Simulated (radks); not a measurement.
# The Coulomb parameter U of the 4f shell of Pm²⁺

Aim: U as the second difference [E(n + 0.5) + E(n − 0.5) − 2E(n)]/0.5², with all orbitals relaxed. Bare: the atom's charge changes with n. Screened: the 6p shell takes up the change. The start is a model configuration, not necessarily the ground state.

Method: scalar-relativistic Kohn-Sham, BLYP, spin-unpolarised, spherical densities, point nucleus. Code: radks (a radial shooting solver on a logarithmic mesh, Libxc functionals) version 1.

## (1) Starting point

```
element       : promethium (Z = 61)
charge        : +2
electrons     : 59
configuration : [Xe] 4f4 6p1
```

Outer shells as boxes (Hund's rule):

Pm²⁺
```
[Xe] core
4f [↑ ][↑ ][↑ ][↑ ][  ][  ][  ]
6p [↑ ][  ][  ]
```

## (2) Start: [Xe] 4f4 6p1

The run's settings:

```text
Z 61
configuration [Xe] 4f4 6p1
relativity scalar-relativistic
functional b88,lyp
spin unpolarised
nucleus point
c 137.035999084
```

## (3) Bare +0.5: [Xe] 4f4.5 6p1

The run's settings:

```text
Z 61
configuration [Xe] 4f4.5 6p1
relativity scalar-relativistic
functional b88,lyp
spin unpolarised
nucleus point
c 137.035999084
```

## (4) Bare -0.5: [Xe] 4f3.5 6p1

The run's settings:

```text
Z 61
configuration [Xe] 4f3.5 6p1
relativity scalar-relativistic
functional b88,lyp
spin unpolarised
nucleus point
c 137.035999084
```

## (5) Screened +0.5: [Xe] 4f4.5 6p0.5

The run's settings:

```text
Z 61
configuration [Xe] 4f4.5 6p0.5
relativity scalar-relativistic
functional b88,lyp
spin unpolarised
nucleus point
c 137.035999084
```

## (6) Screened -0.5: [Xe] 4f3.5 6p1.5

The run's settings:

```text
Z 61
configuration [Xe] 4f3.5 6p1.5
relativity scalar-relativistic
functional b88,lyp
spin unpolarised
nucleus point
c 137.035999084
```

Before running it: what results should come out?

As calculated:

| quantity | value (eV) |
| --- | --- |
| U, bare | 16.798 |
| U, screened by 6p | 8.282 |
| F0(4f,4f), frozen orbitals | 26.882 |

Relaxing the orbitals brings U down to 62 % of the Slater integral F0. Letting 6p compensate leaves 49 % of the bare value; this second difference measures U(4f,4f) + U(6p,6p) − 2U(4f,6p). A solid screens further than the bare atom, so the bare value is an upper guide for the U of a crystal.
